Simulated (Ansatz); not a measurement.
# SiHSe (quartet): PBE, r2SCAN, PBE0, B3LYP over vertical spin and charge gaps and displaced geometries, cc-pVDZ

How well do these functionals follow the top wave-function level for SiHSe (quartet) over vertical spin and charge gaps and displaced geometries?

The runs use Ansatz 0.2.0, Gaussian basis; cc-pVDZ, all electrons in the functionals.

To be run: PBE, r2SCAN, PBE0, B3LYP, at charge 0, quartet; charge 0, doublet; charge 0, sextet; charge 1, triplet; charge 1, quintet; displaced geometry v1; displaced geometry v2.

28 further runs of the same task are left out: 14 that didn't finish, 14 set aside as unsound or not needed.

### 1 The geometry

The geometry is a PBE0/def2-TZVP stationary point (not a proven minimum). No spin-orbit coupling is included. The filled d shell of Se may be among the frozen orbitals whatever the setting's name suggests; the logs give the count.

3 atoms, charge 0, spin multiplicity 4.

Atoms are counted from 1 here; the program's logs count them from 0.

Bond lengths: Si1–Se2 2.313 Å, Si1–H3 1.497 Å. Angles: Se2–Si1–H3 117.0°.

Coordinates:

```
Si    0.0000   -0.1022    1.6811
Se    0.0000    0.0211   -0.6290
H     0.0000    1.1938    2.4308
```

No dispersion term is added. B3LYP takes the VWN-RPA correlation.

The geometry shown and the zero of energy belong to the point charge 0, quartet. The yardstick, UCCSDT(Q), and other wave-function levels (R restricted, U unrestricted, valence and pair active spaces) come from earlier runs.

### 2 PBE, charge 0, quartet

File in.yaml:

```yaml
crystal:
  periodic: [false, false, false]
  atoms:
    - {symbol: Si, position_ang: [0.000000, -0.102205, 1.681089]}
    - {symbol: Se, position_ang: [0.000000, 0.021114, -0.628981]}
    - {symbol: H, position_ang: [0.000000, 1.193815, 2.430780]}
basis:
  gaussian: {orbitals: cc-pVDZ}
magnetization: {spin_polarized: true, initial_magnetization: 3}
hamiltonian: {xc: {name: PBE}}
output: {orbitals: {seedname: orbitals}}
```

Started as:

```
ansatz run in.yaml --threads 1 --pin off --events-out ev --progress --plain --max-ram 2393MiB
```

Log (excerpt; [...] marks lines left out):

```text
Functional definition: PBE
  name "PBE"
  cite "Perdew, Burke & Ernzerhof, Phys. Rev. Lett. 77, 3865 (1996) doi:10.1103/PhysRevLett.77.3865"
  parent pbe
[...]
554 factors; integrals over basis functions are off by at most 1.2e-3 eV
[...]
mean field -73225.76982335 eV, -2690.9974067985 hartree, gradient 1.7e-6 eV, S^2 3.753997; 4 other end points of the search recorded, 0 dependent functions left out
reference -73225.76985176 eV, -2690.9974078427 hartree; 26, 23 occupied and 24, 27 virtual orbitals, 554 factors
Total energy: -73225.76985176 eV, -2690.9974078427 hartree
```

It took 11 s on 1 thread of AMD EPYC, shared host.

From the report: ⟨S²⟩ of the determinant 3.754 (pure quartet: 3.75).

### 3 PBE, charge 0, doublet

Changes to in.yaml since step 2:

```diff
@@ -8,3 +8,3 @@
   gaussian: {orbitals: cc-pVDZ}
-magnetization: {spin_polarized: true, initial_magnetization: 3}
+magnetization: {spin_polarized: true, initial_magnetization: 1}
 hamiltonian: {xc: {name: PBE}}
```

Launched as before.

Log (excerpt; [...] marks lines left out):

```text
Functional definition: PBE
  name "PBE"
  cite "Perdew, Burke & Ernzerhof, Phys. Rev. Lett. 77, 3865 (1996) doi:10.1103/PhysRevLett.77.3865"
  parent pbe
[...]
554 factors; integrals over basis functions are off by at most 1.2e-3 eV
[...]
mean field -73227.78116047 eV, -2691.0713220745 hartree, gradient 4.0e-5 eV, S^2 0.753510; 9 other end points of the search recorded, 0 dependent functions left out
reference -73227.78118689 eV, -2691.0713230455 hartree; 25, 24 occupied and 25, 26 virtual orbitals, 554 factors
Total energy: -73227.78118689 eV, -2691.0713230455 hartree
```

Wall time 23 s (1 thread of AMD EPYC, shared host).

From the report: ⟨S²⟩ of the determinant 0.754 (pure doublet: 0.75).

From charge 0, quartet: -194.1 kJ/mol.

### 4 PBE, charge 0, sextet

Changes to in.yaml since step 3:

```diff
@@ -8,3 +8,3 @@
   gaussian: {orbitals: cc-pVDZ}
-magnetization: {spin_polarized: true, initial_magnetization: 1}
+magnetization: {spin_polarized: true, initial_magnetization: 5}
 hamiltonian: {xc: {name: PBE}}
```

The command is unchanged.

Log (excerpt; [...] marks lines left out):

```text
Functional definition: PBE
  name "PBE"
  cite "Perdew, Burke & Ernzerhof, Phys. Rev. Lett. 77, 3865 (1996) doi:10.1103/PhysRevLett.77.3865"
  parent pbe
[...]
554 factors; integrals over basis functions are off by at most 1.2e-3 eV
[...]
mean field -73220.66211051 eV, -2690.8097018141 hartree, gradient 6.1e-5 eV, S^2 8.752567; 4 other end points of the search recorded, 0 dependent functions left out
reference -73220.66214086 eV, -2690.8097029294 hartree; 27, 22 occupied and 23, 28 virtual orbitals, 554 factors
Total energy: -73220.66214086 eV, -2690.8097029294 hartree
```

Run time: 7.5 s. Hardware: 1 thread of AMD EPYC, shared host.

From the report: ⟨S²⟩ of the determinant 8.753 (pure sextet: 8.75).

From charge 0, quartet: +492.8 kJ/mol.

### 5 PBE, charge 1, triplet

Changes to in.yaml since step 4:

```diff
@@ -8,3 +8,4 @@
   gaussian: {orbitals: cc-pVDZ}
-magnetization: {spin_polarized: true, initial_magnetization: 5}
+total_charge: 1
+magnetization: {spin_polarized: true, initial_magnetization: 2}
 hamiltonian: {xc: {name: PBE}}
```

The command is unchanged.

Log (excerpt; [...] marks lines left out):

```text
Functional definition: PBE
  name "PBE"
  cite "Perdew, Burke & Ernzerhof, Phys. Rev. Lett. 77, 3865 (1996) doi:10.1103/PhysRevLett.77.3865"
  parent pbe
[...]
554 factors; integrals over basis functions are off by at most 1.2e-3 eV
[...]
mean field -73218.50717989 eV, -2690.7305095742 hartree, gradient 5.0e-6 eV, S^2 2.003672; 8 other end points of the search recorded, 0 dependent functions left out
reference -73218.50720598 eV, -2690.7305105332 hartree; 25, 23 occupied and 25, 27 virtual orbitals, 554 factors
Total energy: -73218.50720598 eV, -2690.7305105332 hartree
```

Wall time 29 s (1 thread of AMD EPYC, shared host).

From the report: ⟨S²⟩ of the determinant 2.004 (pure triplet: 2.00).

From charge 0, quartet: +700.7 kJ/mol.

### 6 PBE, charge 1, quintet

Changes to in.yaml since step 5:

```diff
@@ -9,3 +9,3 @@
 total_charge: 1
-magnetization: {spin_polarized: true, initial_magnetization: 2}
+magnetization: {spin_polarized: true, initial_magnetization: 4}
 hamiltonian: {xc: {name: PBE}}
```

Same command.

Log (excerpt; [...] marks lines left out):

```text
Functional definition: PBE
  name "PBE"
  cite "Perdew, Burke & Ernzerhof, Phys. Rev. Lett. 77, 3865 (1996) doi:10.1103/PhysRevLett.77.3865"
  parent pbe
[...]
554 factors; integrals over basis functions are off by at most 1.2e-3 eV
[...]
mean field -73216.06106173 eV, -2690.6406163901 hartree, gradient 7.4e-5 eV, S^2 6.003073; 4 other end points of the search recorded, 0 dependent functions left out
reference -73216.06109180 eV, -2690.6406174951 hartree; 26, 22 occupied and 24, 28 virtual orbitals, 554 factors
Total energy: -73216.06109180 eV, -2690.6406174951 hartree
```

Wall time 12 s (1 thread of AMD EPYC, shared host).

From the report: ⟨S²⟩ of the determinant 6.003 (pure quintet: 6.00).

From charge 0, quartet: +936.8 kJ/mol.

### 7 PBE, displaced geometry v1

File in.yaml:

```yaml
crystal:
  periodic: [false, false, false]
  atoms:
    - {symbol: Si, position_ang: [0.000169, -0.090811, 1.689741]}
    - {symbol: Se, position_ang: [-0.000664, 0.016365, -0.631482]}
    - {symbol: H, position_ang: [0.047300, 1.248376, 2.385666]}
basis:
  gaussian: {orbitals: cc-pVDZ}
magnetization: {spin_polarized: true, initial_magnetization: 3}
hamiltonian: {xc: {name: PBE}}
output: {orbitals: {seedname: orbitals}}
```

Same command.

Log (excerpt; [...] marks lines left out):

```text
Functional definition: PBE
  name "PBE"
  cite "Perdew, Burke & Ernzerhof, Phys. Rev. Lett. 77, 3865 (1996) doi:10.1103/PhysRevLett.77.3865"
  parent pbe
[...]
554 factors; integrals over basis functions are off by at most 1.2e-3 eV
[...]
mean field -73225.77902601 eV, -2690.9977449902 hartree, gradient 2.0e-6 eV, S^2 3.754054; 4 other end points of the search recorded, 0 dependent functions left out
reference -73225.77905451 eV, -2690.9977460376 hartree; 26, 23 occupied and 24, 27 virtual orbitals, 554 factors
Total energy: -73225.77905451 eV, -2690.9977460376 hartree
```

Wall time 12 s (1 thread of AMD EPYC, shared host).

From the report: ⟨S²⟩ of the determinant 3.754 (pure quartet: 3.75).

From charge 0, quartet: -0.9 kJ/mol.

### 8 PBE, displaced geometry v2

File in.yaml:

```yaml
crystal:
  periodic: [false, false, false]
  atoms:
    - {symbol: Si, position_ang: [0.121305, -0.108100, 1.672585]}
    - {symbol: Se, position_ang: [-0.043569, 0.023593, -0.625891]}
    - {symbol: H, position_ang: [0.033051, 1.163870, 2.425690]}
basis:
  gaussian: {orbitals: cc-pVDZ}
magnetization: {spin_polarized: true, initial_magnetization: 3}
hamiltonian: {xc: {name: PBE}}
output: {orbitals: {seedname: orbitals}}
```

Same command.

Log (excerpt; [...] marks lines left out):

```text
Functional definition: PBE
  name "PBE"
  cite "Perdew, Burke & Ernzerhof, Phys. Rev. Lett. 77, 3865 (1996) doi:10.1103/PhysRevLett.77.3865"
  parent pbe
[...]
554 factors; integrals over basis functions are off by at most 1.1e-3 eV
[...]
mean field -73225.75741206 eV, -2690.9969506921 hartree, gradient 8.7e-6 eV, S^2 3.753985; 4 other end points of the search recorded, 0 dependent functions left out
reference -73225.75744053 eV, -2690.9969517386 hartree; 26, 23 occupied and 24, 27 virtual orbitals, 554 factors
Total energy: -73225.75744053 eV, -2690.9969517386 hartree
```

It took 11 s on 1 thread of AMD EPYC, shared host.

From the report: ⟨S²⟩ of the determinant 3.754 (pure quartet: 3.75).

From charge 0, quartet: +1.2 kJ/mol.

### 9 r2SCAN, charge 0, quartet

File in.yaml:

```yaml
crystal:
  periodic: [false, false, false]
  atoms:
    - {symbol: Si, position_ang: [0.000000, -0.102205, 1.681089]}
    - {symbol: Se, position_ang: [0.000000, 0.021114, -0.628981]}
    - {symbol: H, position_ang: [0.000000, 1.193815, 2.430780]}
basis:
  gaussian: {orbitals: cc-pVDZ}
magnetization: {spin_polarized: true, initial_magnetization: 3}
hamiltonian: {xc: {name: r2SCAN}}
```

The command is unchanged.

Log (excerpt; [...] marks lines left out):

```text
Functional definition: r2SCAN
  name "r2SCAN"
  cite "Furness, Kaplan, Ning, Perdew & Sun, J. Phys. Chem. Lett. 11, 8208 (2020) doi:10.1021/acs.jpclett.0c02405"
  cite "Furness, Kaplan, Ning, Perdew & Sun, J. Phys. Chem. Lett. 11, 9248 (2020) doi:10.1021/acs.jpclett.0c03077"
  parent r2scan
[...]
554 factors; integrals over basis functions are off by at most 1.2e-3 eV
[...]
mean field -73238.68113233 eV, -2691.4718886520 hartree, gradient 6.8e-7 eV, S^2 3.758872; 4 other end points of the search recorded, 0 dependent functions left out
reference -73238.68114113 eV, -2691.4718889756 hartree; 26, 23 occupied and 24, 27 virtual orbitals, 554 factors
Total energy: -73238.68114113 eV, -2691.4718889756 hartree
```

Wall time 31 s (1 thread of AMD EPYC, shared host).

From the report: ⟨S²⟩ of the determinant 3.759 (pure quartet: 3.75).

### 10 r2SCAN, charge 0, doublet

Changes to in.yaml since step 9:

```diff
@@ -8,3 +8,3 @@
   gaussian: {orbitals: cc-pVDZ}
-magnetization: {spin_polarized: true, initial_magnetization: 3}
+magnetization: {spin_polarized: true, initial_magnetization: 1}
 hamiltonian: {xc: {name: r2SCAN}}
```

Launched as before.

Log (excerpt; [...] marks lines left out):

```text
Functional definition: r2SCAN
  name "r2SCAN"
  cite "Furness, Kaplan, Ning, Perdew & Sun, J. Phys. Chem. Lett. 11, 8208 (2020) doi:10.1021/acs.jpclett.0c02405"
  cite "Furness, Kaplan, Ning, Perdew & Sun, J. Phys. Chem. Lett. 11, 9248 (2020) doi:10.1021/acs.jpclett.0c03077"
  parent r2scan
[...]
554 factors; integrals over basis functions are off by at most 1.2e-3 eV
[...]
mean field -73240.43893989 eV, -2691.5364868883 hartree, gradient 2.8e-5 eV, S^2 0.758650; 6 other end points of the search recorded, 0 dependent functions left out
reference -73240.43894810 eV, -2691.5364871901 hartree; 25, 24 occupied and 25, 26 virtual orbitals, 554 factors
Total energy: -73240.43894810 eV, -2691.5364871901 hartree
```

It took 28 s on 1 thread of AMD EPYC, shared host.

From the report: ⟨S²⟩ of the determinant 0.759 (pure doublet: 0.75).

From charge 0, quartet: -169.6 kJ/mol.

### 11 r2SCAN, charge 0, sextet

Changes to in.yaml since step 10:

```diff
@@ -8,3 +8,4 @@
   gaussian: {orbitals: cc-pVDZ}
-magnetization: {spin_polarized: true, initial_magnetization: 1}
+magnetization: {spin_polarized: true, initial_magnetization: 5}
 hamiltonian: {xc: {name: r2SCAN}}
+output: {forces: true}
```

Launched as before.

Log:

```text
Functional definition: r2SCAN
  name "r2SCAN"
  cite "Furness, Kaplan, Ning, Perdew & Sun, J. Phys. Chem. Lett. 11, 8208 (2020) doi:10.1021/acs.jpclett.0c02405"
  cite "Furness, Kaplan, Ning, Perdew & Sun, J. Phys. Chem. Lett. 11, 9248 (2020) doi:10.1021/acs.jpclett.0c03077"
  parent r2scan
  parameter k0 = 0.174
  parameter k1 = 0.065
  parameter a1 = 4.9479
  exchange = r2scan_x(k0 = k0, k1 = k1, a1 = a1)
  correlation = r2scan_c
554 factors; integrals over basis functions are off by at most 1.2e-3 eV
mean field evaluation 1: about -73231.8575 eV, gradient 1.3e1 eV
mean field evaluation 2: about -73223.7307 eV, gradient 2.8e1 eV
mean field evaluation 4: about -73233.5441 eV, gradient 1.7e0 eV
mean field evaluation 8: about -73233.5716 eV, gradient 6.8e-2 eV
mean field evaluation 16: about -73233.5716 eV, gradient 4.8e-5 eV
mean field evaluation 32: about -73233.5716 eV, gradient 1.3e-5 eV
mean field -73233.57164561 eV, -2691.2841184784 hartree, gradient 4.7e-5 eV, S^2 8.756041; 6 other end points of the search recorded, 0 dependent functions left out
the calculation of the forces begins
reference -73233.57165504 eV, -2691.2841188251 hartree; 27, 22 occupied and 23, 28 virtual orbitals, 554 factors
Total energy: -73233.57165504 eV, -2691.2841188251 hartree
Atom 0 at     0.000000    -0.102205     1.681089 Å, force     0.000000     0.286129     5.302758 eV/Å
Atom 1 at     0.000000     0.021114    -0.628981 Å, force    -0.000000    -0.201124    -6.202237 eV/Å
Atom 2 at     0.000000     1.193815     2.430780 Å, force     0.000000    -0.085004     0.899479 eV/Å
Dipole moment:    -0.000000    -0.054028    -0.716981 e Å
```

It took 20 s on 1 thread of AMD EPYC, shared host.

From the report: ⟨S²⟩ of the determinant 8.756 (pure sextet: 8.75).

From charge 0, quartet: +493.0 kJ/mol.

(Part 1 of 3 ends here.)
